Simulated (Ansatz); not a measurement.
# Ti5B7N12: the cost of one run

All numbers below are computed with Ansatz 0.2.0 (DFT PBE, scalar-relativistic, plane waves, PAW).

## (1) The system as given

The cell holds 24 atoms (B7N12Ti5): a = 6.067 Å, b = 6.189 Å, c = 6.166 Å, α = 90.90°, β = 87.36°, γ = 92.70°.

5 Ti, 12 N, 7 B were thrown into a skewed cell at random, at 1.00 times a reference volume of the solid, and pushed apart as soft spheres.

Coordinates:

```
CELL_PARAMETERS angstrom
6.06378 -0.14374 0.14033
-0.14374 6.18717 -0.04707
0.14033 -0.04707 6.16406
ATOMIC_POSITIONS crystal
Ti 0.03236 0.26039 0.17780
Ti 0.61136 0.24893 0.48273
Ti 0.32684 0.95339 0.23853
Ti 0.45491 0.49219 0.80226
Ti 0.55391 0.61660 0.30086
N 0.09363 0.81252 0.54624
N 0.56489 0.78914 0.97329
N 0.08815 0.35836 0.82747
N 0.81800 0.51142 0.07368
N 0.45035 0.29616 0.17424
N 0.17073 0.73009 0.98568
N 0.49118 0.81853 0.59156
N 0.43186 0.13759 0.81355
N 0.79885 0.53357 0.61247
N 0.27096 0.46621 0.48575
N 0.84517 0.08243 0.67907
N 0.72759 0.95285 0.29551
B 0.92309 0.53455 0.81211
B 0.02727 0.62826 0.38543
B 0.90785 0.86706 0.07319
B 0.73978 0.87119 0.62227
B 0.69359 0.17785 0.91634
B 0.10990 0.19608 0.64914
B 0.32551 0.88745 0.82060
```

## (2) Stage at 4000 K

The cutoff is lowered while the worst contacts of the packing are taken out. One k point, a Fermi-Dirac width of 0.345 eV and a fixed cell.

The input, input.yaml:

```yaml
crystal:
  lattice:
    - [6.063779, -0.143741, 0.140335]
    - [-0.143741, 6.18717, -0.047069]
    - [0.140335, -0.047069, 6.164055]
  atoms:
    - { symbol: Ti, position: [0.0323559181, 0.2603884528, 0.1777977196] }
    - { symbol: Ti, position: [0.6113623868, 0.2489317664, 0.4827261466] }
    - { symbol: Ti, position: [0.326844042, 0.9533869551, 0.2385252542] }
    - { symbol: Ti, position: [0.4549087668, 0.4921878597, 0.8022576323] }
    - { symbol: Ti, position: [0.5539142118, 0.6165991278, 0.3008643097] }
    - { symbol: "N", position: [0.09362919, 0.8125202541, 0.5462403659] }
    - { symbol: "N", position: [0.564890741, 0.789141963, 0.9732906204] }
    - { symbol: "N", position: [0.0881486515, 0.3583568369, 0.8274719759] }
    - { symbol: "N", position: [0.8180010113, 0.5114203387, 0.073680249] }
    - { symbol: "N", position: [0.4503536244, 0.2961620832, 0.1742356656] }
    - { symbol: "N", position: [0.1707310046, 0.7300947228, 0.9856754877] }
    - { symbol: "N", position: [0.4911787973, 0.8185292636, 0.5915621989] }
    - { symbol: "N", position: [0.4318589448, 0.1375873426, 0.8135518504] }
    - { symbol: "N", position: [0.7988475954, 0.533565136, 0.6124723538] }
    - { symbol: "N", position: [0.2709563641, 0.466210152, 0.4857522215] }
    - { symbol: "N", position: [0.8451677825, 0.0824343966, 0.6790681956] }
    - { symbol: "N", position: [0.7275912235, 0.9528486204, 0.2955113638] }
    - { symbol: B, position: [0.9230943249, 0.5345507737, 0.8121093143] }
    - { symbol: B, position: [0.0272697788, 0.6282639759, 0.3854268275] }
    - { symbol: B, position: [0.907846361, 0.8670635938, 0.0731872706] }
    - { symbol: B, position: [0.7397779184, 0.8711900529, 0.6222712895] }
    - { symbol: B, position: [0.6935850575, 0.1778510681, 0.9163380839] }
    - { symbol: B, position: [0.1098993273, 0.1960802244, 0.6491354494] }
    - { symbol: B, position: [0.3255115792, 0.8874519269, 0.8205986895] }
  symmetry: { detect: false }
basis:
  ecutwfc: 320
  xc_grid: 1
kpoints:
  mp_grid: { grid: [1, 1, 1], shift: [0.25, 0.25, 0.25] }
hamiltonian:
  xc: pbe
scf:
  occupations: { method: fermi_dirac, width: 0.3447 }
  lower_state_search: "off"
  convergence: { dr2_threshold: 1.0e-05 }
output:
  forces: true
  stress: true
md:
  timestep: 1.5
  n_steps: 24
  ensemble: nvt_langevin
  friction: 0.03
  temperature: 4000.0
  initial_velocities: maxwell_boltzmann
  seed: 10838
```

Command:

```console
$ ansatz run input.yaml --threads 2 --pin off --max-ram 5120MiB --backend cpu --events-out ev --progress --plain --runs-dir out
```

Q: Estimate wall time and peak memory on 2 threads of Arm Neoverse V2, shared host.

About 25 s, with a peak of 0.38 GiB.
